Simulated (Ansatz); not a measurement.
**ClF₂H₃MoO₃: small, medium and large basis sets**

One table from this session's results is given with a row withheld; the runs are named, their logs left out.

Program: Ansatz 0.2.0, Gaussian basis. Level of theory: one geometry, several basis sets. These are calculated values, not measurements.

Plan: PBE0-D4/def2-SVP; ωB97M-V/def2-SVP; PBE0-D4/def2-QZVPP; ωB97M-V/def2-QZVPP; the functionals' def2-TZVPP values are taken from earlier runs.

**The relaxed structure**

All runs share one geometry, relaxed beforehand with PBE0-D4 in a triple-zeta def2 set. Mo takes the def2 core potential; no spin-orbit term is included.

SMILES `[OH][Mo]([OH])([OH])([F])([F])[Cl]`, 10 atoms, charge 0, spin multiplicity 1.

Atoms are counted from 1 here; the program's logs count them from 0.

Bond lengths: O1–Mo2 1.847 Å, O1–H8 0.964 Å, Mo2–O3 1.854 Å, Mo2–O4 1.841 Å, Mo2–F5 1.863 Å, Mo2–F6 1.870 Å, Mo2–Cl7 2.342 Å, O3–H9 0.965 Å, O4–H10 0.963 Å. Angles: Mo2–O1–H8 122.2°, O1–Mo2–O3 92.4°, O1–Mo2–O4 92.7°, O1–Mo2–F5 83.1°, O1–Mo2–F6 165.7°, O1–Mo2–Cl7 100.5°, O3–Mo2–O4 93.7°, O3–Mo2–F5 100.3°, O3–Mo2–F6 81.7°, O3–Mo2–Cl7 166.8°, O4–Mo2–F5 165.5°, O4–Mo2–F6 100.6°, O4–Mo2–Cl7 83.2°, F5–Mo2–F6 85.2°, F5–Mo2–Cl7 83.9°, F6–Mo2–Cl7 86.3°, Mo2–O3–H9 119.2°, Mo2–O4–H10 124.9°.

The first run:

in.yaml

```yaml
crystal:
  periodic: [false, false, false]
  atoms:
    - {symbol: O, position_ang: [-0.701214, -1.519380, -0.524928]}
    - {symbol: Mo, position_ang: [-0.086763, 0.119584, 0.064302]}
    - {symbol: O, position_ang: [1.026102, -0.664307, 1.323341]}
    - {symbol: O, position_ang: [1.224674, 0.189344, -1.225477]}
    - {symbol: F, position_ang: [-1.695593, 0.131850, 1.003407]}
    - {symbol: F, position_ang: [0.322928, 1.652691, 1.054155]}
    - {symbol: Cl, position_ang: [-1.218179, 1.553946, -1.401493]}
    - {symbol: H, position_ang: [-1.482424, -1.940272, -0.148491]}
    - {symbol: H, position_ang: [1.492228, -0.102590, 1.954740]}
    - {symbol: H, position_ang: [1.118241, 0.579135, -2.099547]}
basis:
  gaussian: {orbitals: def2-SVP}
hamiltonian: {xc: pbe0, dispersion: d4}
output: {orbitals: {seedname: orbitals}}
```

Started as:

```sh
$ ansatz run in.yaml --threads 4 --pin off --events-out ev --progress --plain --max-ram 11315MiB
```

Among the steps run: PBE0-D4 in def2-SVP; ωB97M-V in def2-SVP; PBE0-D4 in def2-QZVPP; ωB97M-V in def2-QZVPP.

One of the session's tables, all rows but one given; the rest of the session is left out.

It belongs to the step «Functionals by basis». 

| functional | basis | HOMO (eV) | LUMO (eV) |
| --- | --- | --- | --- |
| PBE0-D4 | def2-SVP | -8.81 | -4.35 |
| PBE0-D4 | def2-TZVPP | -8.85 | -4.33 |
| PBE0-D4 | def2-QZVPP | ? | ? |
| ωB97M-V | def2-SVP | -11.03 | -2.30 |
| ωB97M-V | def2-TZVPP | -11.11 | -2.29 |
| ωB97M-V | def2-QZVPP | -11.13 | -2.29 |

**Question.** Estimate the row for PBE0-D4, def2-QZVPP.

**Answer.** HOMO (eV): -8.86; LUMO (eV): -4.32. In the column «HOMO (eV)» it lies between ωB97M-V, def2-SVP (-11.03) and PBE0-D4, def2-TZVPP (-8.85).
